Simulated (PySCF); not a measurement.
A run of PySCF 2.14.0:

Contents of run.py:

```python
import json
import numpy as np
from pyscf.pbc import gto, scf, dft, df

cell = gto.Cell()
cell.a = '''
 13.0000000000    0.0000000000    0.0000000000
  0.0000000000   11.0000000000    0.0000000000
  0.0000000000    0.0000000000   13.0000000000'''
cell.atom = '''
O    5.4003690000    4.7528800000    6.2638420000
Ga   6.9213690000    5.6398540000    5.9314190000
S    8.1330990000    5.7548150000    7.7465180000
H    4.8312030000    4.7405490000    5.5110640000
H    7.2765940000    6.3286300000    4.5858670000
H    7.2552480000    5.0506500000    8.5206160000'''
cell.unit = 'A'
cell.basis = 'def2-svp'
cell.exp_to_discard = 0
cell.precision = 1e-08
cell.max_memory = 2520  # MB
cell.verbose = 4
cell.build()

res = {}
from pyscf.dispersion import dftd3
d = dftd3.DFTD3Dispersion(cell, xc='bp86', version='d3bjm', atm=False).get_dispersion(grad=True)
print('dispersion energy = %.10f' % d['energy'])
res['e_disp'] = float(d['energy'])

kpts = cell.make_kpts([1, 1, 1])
mf = dft.KRKS(cell, kpts, xc='bp86')
mf = mf.density_fit()
mf.with_df._cderi = 'cderi.h5'  # three-centre integrals saved by an earlier run on this cell, basis and mesh
mf.conv_tol = 1e-07
mf.max_cycle = 60

mf.kernel()
res.update(converged=bool(mf.converged), e_tot=mf.e_tot, nelec=cell.nelectron, nao=cell.nao, mesh=list(map(int, cell.mesh)), a=cell.lattice_vectors().tolist(), coords=cell.atom_coords().tolist(),
           mo_energy=[np.real(x).tolist() for x in mf.mo_energy], mo_occ=[np.real(x).tolist() for x in mf.mo_occ])
res.update(kpts=cell.get_scaled_kpts(kpts).tolist())
res['parts'] = {k: float(np.real(v)) for k, v in mf.scf_summary.items() if np.isscalar(v)}
json.dump(res, open('results.json', 'w'))
if not mf.converged:
    raise SystemExit('SCF not converged')

print('levels (eV)')
for i, kp in enumerate(res['kpts'][:40]):
    print('k %7.4f %7.4f %7.4f  ' % tuple(kp), ' '.join('%.3f' % (x * 27.211386) for x in res['mo_energy'][i][:34]))

# Mulliken populations
dm, s = np.asarray(mf.make_rdm1()), np.asarray(mf.get_ovlp())
sites = cell.aoslice_by_atom()[:, 2:]
tot = np.einsum('kij,kji->i', dm, s).real / len(kpts)
res['mulliken'] = [cell.atom_charge(i) - tot[a0:a1].sum() for i, (a0, a1) in enumerate(sites)]
print('Mulliken charges', np.round(res['mulliken'], 5))
res['meta_lowdin'] = mf.mulliken_meta()[1].tolist()
res['done'] = True
json.dump(res, open('results.json', 'w'))
```

Potentials or basis: def2-svp (all-electron).

Command:

```sh
$ OMP_NUM_THREADS=2 python -u run.py > log
```

Hardware: 2 threads of Arm Neoverse V2 (shared host).

How long does it take, and how much memory?

Wall time 9 s on 2 threads of Arm Neoverse V2, on a shared host, peak memory 1.9 GiB. Counts: scf iterations 10, basis 79, k points 1.
